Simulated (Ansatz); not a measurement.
# BH₅NSb: one species, many methods

An exercise on one series of results from a longer session: the logs are not shown, and one member is left open.

Program: Ansatz 0.2.0, Gaussian basis. Level of theory: functionals in def2-TZVPP, the program's frozen cores in correlated methods. These are calculated values, not measurements.

Plan: LDA (SPW92), PBE-D4, revPBE-D4, BLYP-D4, r2SCAN-D4, B97M-V, PBE0-D4, B3LYP-D4, r2SCANh-D4, r2SCAN0-D4, HSE06-D4, BHLYP-D4, CAM-B3LYP-D4, LC-ωPBE, ωB97X-V, ωB97M-V, B2PLYP, PBE-QIDH; CCSD(T)/def2-SVP; CCSD(T)/def2-TZVPP; MP2/def2-QZVPP; extrapolation to the limit; RPA on PBE.

**The geometry**

The geometry comes from an earlier relaxation with PBE0-D4 in a triple-zeta def2 set; it is a stationary point, not always the lowest conformer. Sb takes the def2 core potential; no spin-orbit term is included.

SMILES `N[BH][SbH2]`, 8 atoms, charge 0, spin multiplicity 1.

Atoms are counted from 1 here; the program's logs count them from 0.

Bond lengths: N1–B2 1.383 Å, N1–H4 1.006 Å, N1–H5 1.008 Å, B2–Sb3 2.249 Å, B2–H6 1.197 Å, Sb3–H7 1.707 Å, Sb3–H8 1.712 Å. Angles: B2–N1–H4 123.8°, B2–N1–H5 122.7°, H4–N1–H5 113.5°, N1–B2–Sb3 122.0°, N1–B2–H6 118.7°, Sb3–B2–H6 119.2°, B2–Sb3–H7 92.3°, B2–Sb3–H8 94.2°, H7–Sb3–H8 92.3°.

Set-up of the first run:

File in.yaml:

```yaml
crystal:
  periodic: [false, false, false]
  atoms:
    - {symbol: N, position_ang: [-0.907356, 0.818364, -0.606721]}
    - {symbol: B, position_ang: [0.383267, 0.615001, -0.152749]}
    - {symbol: Sb, position_ang: [1.242751, -1.446801, 0.112156]}
    - {symbol: H, position_ang: [-1.563945, 0.075113, -0.777440]}
    - {symbol: H, position_ang: [-1.287072, 1.736472, -0.774690]}
    - {symbol: H, position_ang: [1.081915, 1.567800, 0.041318]}
    - {symbol: H, position_ang: [1.427459, -1.227286, 1.794817]}
    - {symbol: H, position_ang: [-0.284820, -2.195562, 0.307506]}
basis:
  gaussian: {orbitals: def2-TZVPP}
hamiltonian: {xc: lda}
output: {orbitals: {seedname: orbitals}}
```

Run with:

```bash
> ansatz run in.yaml --threads 2 --pin off --events-out ev --progress --plain --max-ram 4352MiB
```

Steps of the session up to this table: LDA; PBE-D4 (GGA); revPBE-D4 (GGA); BLYP-D4 (GGA); r2SCAN-D4 (meta-GGA); B97M-V (meta-GGA); PBE0-D4 (hybrid); B3LYP-D4 (hybrid); r2SCANh-D4 (hybrid); r2SCAN0-D4 (hybrid); HSE06-D4 (hybrid); BHLYP-D4 (hybrid); CAM-B3LYP-D4 (range-separated); LC-ωPBE (range-separated); ωB97X-V (range-separated); ωB97M-V (range-separated); B2PLYP (double hybrid); PBE-QIDH (double hybrid).

One table of the session follows, with a row left open; its other results are not shown here.

It belongs to the step «Orbital energies across the functionals». 

```
  functional  HOMO (eV)  gap (eV)
 LDA (SPW92)      -5.83      4.35
      PBE-D4      -5.69      4.42
   revPBE-D4      -5.64      4.46
     BLYP-D4      -5.55      4.44
   r2SCAN-D4      -5.92      4.92
      B97M-V      -5.88      4.83
     PBE0-D4      -6.69      6.32
    B3LYP-D4      -6.51      5.94
  r2SCANh-D4      -6.29      5.61
  r2SCAN0-D4      -6.85      6.63
    HSE06-D4      -6.30      5.56
    BHLYP-D4      -7.57      8.14
CAM-B3LYP-D4      -7.91      8.61
     LC-ωPBE      -9.16     10.96
     ωB97X-V      -8.85     10.55
     ωB97M-V          ?         ?
```

Estimate the missing values for ωB97M-V.

As computed: HOMO (eV): -8.74; gap (eV): 10.22. In the column «HOMO (eV)» it lies between ωB97X-V (-8.85) and CAM-B3LYP-D4 (-7.91).
